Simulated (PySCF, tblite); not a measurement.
**C4H8FNS− (doublet): geometry, infrared bands and EPR parameters**

Aim: predict the infrared bands and EPR parameters of C4H8FNS− (doublet) (`C[C@@H](CF)[C](N)[S-]`).

The runs use tblite 0.8.0 and PySCF 2.14.0, with density-fitted response routines of our own; the level of theory stands in each step. All values are computed, except where a source is named. Atoms are numbered from 0 throughout.

### Step 1. Starting geometry

15 atoms, charge -1, multiplicity 2; geometry from: force field or distance geometry start.

Bonds of the start (Å): C0–C1 1.49, C1–C2 1.50, C2–F3 1.35, C1–C4 1.53, C4–N5 1.47, C4–S6 1.76, C0–H7 1.12, C0–H8 1.12, C0–H9 1.10, C1–H10 1.11, C2–H11 1.12, C2–H12 1.12, N5–H13 1.05, N5–H14 1.04.

### Step 2. Geometry optimisation with GFN2-xTB

What the job is given:

```
{"job": {"kind": "relax", "xc": "GFN2-xTB", "basis": "xTB"}, "charge": -1, "multiplicity": 2}
C      0.019200    -0.728000    -1.101700
C     -0.260900     0.316600    -0.071100
C     -1.617600     0.239600     0.565500
F     -1.767100    -0.972400     1.149600
C      0.773000     0.322900     1.056800
N      2.053600     0.599500     0.399900
S      0.893500    -1.238300     1.870500
H     -0.955500    -1.233300    -1.324400
H      0.432300    -0.276300    -2.035700
H      0.708300    -1.492900    -0.726400
H     -0.185000     1.321000    -0.535300
H     -1.681900     1.102200     1.275600
H     -2.454700     0.380000    -0.162500
H      2.014200     1.608100     0.108500
H      2.024200     0.059300    -0.491200
```

On the command line:

```bash
$ OMP_NUM_THREADS=1 python probes_run.py task.json out
```

The driver reads the jobs from task.json and runs them one after another.

**Question.** This job is followed by: GFN2-xTB harmonic vibrations, gas phase; UKS B3LYP, pcH-1 on C F H N S, non-relativistic, mean-field spin-orbit, GIAO. Predict these results of the whole session: strongest single infrared mode (GFN2-xTB); zero-point energy (GFN2-xTB); g(iso) (B3LYP); ⟨S²⟩; largest a(iso) (averaged by class).

As calculated:

| quantity | value |
| --- | --- |
| strongest single infrared mode (GFN2-xTB) | 945 cm⁻¹, 245 km/mol |
| zero-point energy (GFN2-xTB) | 72.4 kcal/mol |
| g(iso) (B3LYP) | 2.00594 |
| ⟨S²⟩ | 0.754 (exact 0.75) |
| largest a(iso) (averaged by class) | 13C on C4, 171.0 MHz |

What this shows: Over 113 steps the energy fell by 1.455 eV; of the close pairs, C4–S6 changed most, 1.765 to 1.716 Å. No mode is imaginary among the 39: a minimum at this level. The strongest single mode, at 945 cm⁻¹, has its largest shares on H13, H14 and N5 (the list is cut at 3 atoms). GFN2-xTB is a fitted tight-binding method: band positions and strengths are rough. Its intensities can rank the bands wrongly. C4 carries the largest spin population, 0.65 e. The isotropic g lies 3.6 ppt above the free-electron value. These values are for one conformer; the search (at its own cheap level) found 2 more, at 0.76, 0.91 kcal/mol, and measured spectra average over such forms.
